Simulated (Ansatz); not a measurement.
**ZnS (F-43m): comparison of functionals at one structure, by script**

How far apart do the functionals lie for ZnS (F-43m) at one structure? Wanted for ZnS (F-43m): a comparison of functionals at one structure.

The COD entry's cell or inner coordinates are ideal or old and differ from later refinements, so a difference from it is no clean test against experiment.

Program: Ansatz 0.2.0, driven from Python. The levels of theory stand in the script. These are calculated values, not measurements.

## 1. Starting point

It takes space group F-43m (No. 216, cubic). Conventional cell: a = 5.404 Å, b = 5.404 Å, c = 5.404 Å, α = 90.00°, β = 90.00°, γ = 90.00°. Zn (site symmetry -43m) has 4 S at 2.34 Å as nearest neighbours. S (site symmetry -43m) is surrounded by 4 Zn at 2.34 Å.

The script reads zns.vasp:

```text
ZnS
1.0
   0.00000000    2.70200000    2.70200000
   2.70200000    0.00000000    2.70200000
   2.70200000    2.70200000    0.00000000
Zn S
1 1
Direct
   0.25000000    0.25000000    0.25000000
   0.00000000    0.00000000    0.00000000
```

## 2. Script

File xc_zns.py:

```python
"""Functional comparison for ZnS (totals differ with the potentials too)."""

import csv
import warnings

import ansatz as az
from ase.io import read

warnings.simplefilter("ignore", az.DeckWarning)

atoms = read("zns.vasp", format="vasp")
structure = az.Crystal.from_ase(atoms)

setup = (
    structure.calculation()
    .occupations(az.OccupationsMethod.FIXED)
    .basis(550)
    .kpoints(6)
    .stress()
)

rows = []
for value in ["rpbe", "pbe", "blyp", "revpbe"]:
    r = setup.functional(value).run().report
    rows.append((value, r["free_energy_ev"] / len(r["lattice"]["sites"]), r["n_iterations"], sum(r["stress_gpa"][i][i] for i in range(3)) / 3, r["n_kpoints"]))

with open("xc.csv", "w", newline="") as handle:
    writer = csv.writer(handle)
    writer.writerow(["functional", "F/atom (eV)", "iterations", "P (GPa)", "k-points"])
    writer.writerows([round(v, 5) if isinstance(v, float) else v for v in row] for row in rows)
print(open("xc.csv").read())
```

## 3. What the engine is handed

The package turns the script's settings into the engine's input (first run):

```yaml
crystal:
  lattice:
    - [0.0, 2.702, 2.702]
    - [2.702, 0.0, 2.702]
    - [2.702, 2.702, 0.0]
  atoms:
    - { symbol: Zn, position: [0.25, 0.25, 0.25] }
    - { symbol: S, position: [0.0, 0.0, 0.0] }
basis:
  ecutwfc: 550.0
kpoints:
  mp_grid:
    grid: [6, 6, 6]
hamiltonian:
  xc: rpbe
scf:
  occupations:
    method: fixed
output:
  stress: true
```

## 4. Running it

Run with:

```console
python xc_zns.py
```

What it wrote:

```text
functional,F/atom (eV),iterations,P (GPa),k-points
rpbe,-2115.80156,6,4.20198,16
pbe,-2111.36509,6,1.60772,16
blyp,-2118.40112,6,5.41332,16
revpbe,-2114.53436,7,3.49729,16
```

Wall time 5.8 s (1 thread of Arm Neoverse V1, shared host); peak memory 0.42 GiB.

## 5. What changed from run to run

The engine's inputs for the other runs:

Run 2, against run 1:

```diff
@@ -15 +15 @@
-  xc: rpbe
+  xc: pbe
```

Run 3, against run 1:

```diff
@@ -15 +15 @@
-  xc: rpbe
+  xc: blyp
```

Run 4, against run 1:

```diff
@@ -15 +15 @@
-  xc: rpbe
+  xc: revpbe
```

## 6. The runs side by side

From the records of these 4 runs:

| run | functional | energy (eV/atom) | pressure (GPa) | gap on the mesh (eV) | SCF cycles | CPU time (s) |
| --- | --- | --- | --- | --- | --- | --- |
| 1 | rpbe | -2115.8016 | 4.20 | 2.28 | 6 | 1.1 |
| 2 | pbe | -2111.3651 | 1.61 | 2.11 | 6 | 1.1 |
| 3 | blyp | -2118.4011 | 5.41 | 2.09 | 6 | 1.2 |
| 4 | revpbe | -2114.5344 | 3.50 | 2.24 | 7 | 1.1 |

Totals hang on method, basis and potentials, so only like runs compare.

## 7. Outcome

| quantity | value |
| --- | --- |
| runs compared | 4 |
| pressure at this cell | 1.6 (pbe) to 5.4 GPa (blyp) |
| gap on the mesh | 2.09 (blyp) to 2.28 eV (rpbe) |

In words: From lowest to highest: PBE (1.6 GPa), revPBE (3.5 GPa), RPBE (4.2 GPa) and BLYP (5.4 GPa). At a fixed cell a lower pressure usually means a smaller equilibrium volume, so PBE prefers the smallest cell and BLYP the largest. Gaps by band count in the reports: RPBE 2.28 eV, PBE 2.11 eV, BLYP 2.09 eV and revPBE 2.24 eV. Notes:
- Of the deposited cell: the entry's cell lengths or inner coordinates differ somewhat from later room-temperature determinations.
- Pressure is positive in compression.
- Total energies of different functionals can't be compared; pressures, moments and gaps at this one structure can.
